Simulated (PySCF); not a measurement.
# C4H5B: the cost of one run

Computed with PySCF 2.14.0, with density-fitted response routines of our own, on a single molecule in the gas phase. Atoms are numbered from 0 throughout.

## Step 1: The molecule as given

10 atoms, charge 0, multiplicity 1; geometry from: GFN2-xTB. The atoms were then displaced at random by about 0.01 Å, so the start is not that level's minimum.

Bonds of the start (Å): C0–C1 1.24, C1–B2 1.52, B2–C3 1.50, C3–C4 1.35, C0–H5 1.01, B2–H6 1.18, C3–H7 1.10, C4–H8 1.08, C4–H9 1.08.

## Step 2: Relaxing the molecule at PBE0-D3(BJ)/def2-SVP

Job settings and geometry (Å):

```
{"job": {"xc": "PBE0", "basis": "def2-SVP", "d3": "d3bj", "grid": 1, "shake": 0.01, "kind": "geom"}, "charge": 0, "multiplicity": 1}
C      2.334580    -0.693830     0.526680
C      1.428060     0.096960     0.224550
B      0.322080     1.066030    -0.152130
C     -1.084110     0.568980    -0.297440
C     -1.491420    -0.710500    -0.142570
H      3.081080    -1.331610     0.779010
H      0.622490     2.194930    -0.313220
H     -1.878680     1.287640    -0.550700
H     -0.769730    -1.462000     0.135030
H     -2.513930    -1.037540    -0.230290
```

On the command line:

```console
OMP_NUM_THREADS=1 python probes_run.py task.json out
```

This one command runs all jobs of the session in turn.

**Question.** How long does this first job take on 1 thread of Arm Neoverse V1, shared host, and how much memory does it need?

About 22 s, with a peak of 0.37 GiB.
